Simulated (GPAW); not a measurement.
Input of a GPAW 26.7.0 run:

File run.py:

```python
from ase import Atoms
from ase.calculators.mixing import SumCalculator
from ase.filters import FrechetCellFilter
from ase.io import write
from ase.optimize import BFGS
from dftd3.ase import DFTD3
from gpaw import GPAW, PW, setup_paths

setup_paths.insert(0, '.')

atoms = Atoms(['W', 'W', 'W', 'Co'],
              cell=[[3.907351, 0.0, 0.0],
                    [0.0, 3.907351, 0.0],
                    [0.0, 0.0, 3.907351]],
              scaled_positions=[[0.5, 0.5, 0.0],
                                [0.5, 0.0, 0.5],
                                [0.0, 0.5, 0.5],
                                [0.0, 0.0, 0.0]],
              pbc=True)
atoms.set_initial_magnetic_moments([0.0, 0.0, 0.0, 2.0])

calc = GPAW(mode=PW(600),
            xc='PBEsol',
            kpts={'size': (5, 5, 5), 'gamma': True},
            occupations={'name': 'fermi-dirac', 'width': 0.05},
            nbands=46,
            convergence={'density': 1e-05, 'forces': 0.0001},
            maxiter=150,
            txt='gpaw.txt')
atoms.calc = SumCalculator([calc, DFTD3(method='pbesol', damping='d3zero')])
opt = BFGS(FrechetCellFilter(atoms), trajectory='relax.traj', logfile='-')
done = opt.run(fmax=0.02, steps=60)
calc.write('gs.gpw')
write('result.traj', atoms)
print('Converged:', done)
print('Cell:', atoms.cell.cellpar().round(4))
print('Volume:', round(atoms.get_volume(), 4))
print(atoms.get_scaled_positions().round(5))
```

Potentials or basis: PAW data sets generated in the run's folder for this functional, pw.

Launch:

```bash
$ gpaw-setup -f PBEsol Co W
$ OMP_NUM_THREADS=1 python run.py
```

(1) What does it give for the site moments?

(2) What does it give for the space group after relaxing (to 0.05 Å)?

## Answers

(1) W +0.05; Co +0.63 μB.

(2) Pm-3m (No. 221).

Caveat: each step starts from the last one's moments, so a moment once lost doesn't come back; later steps reuse the first step's grids.
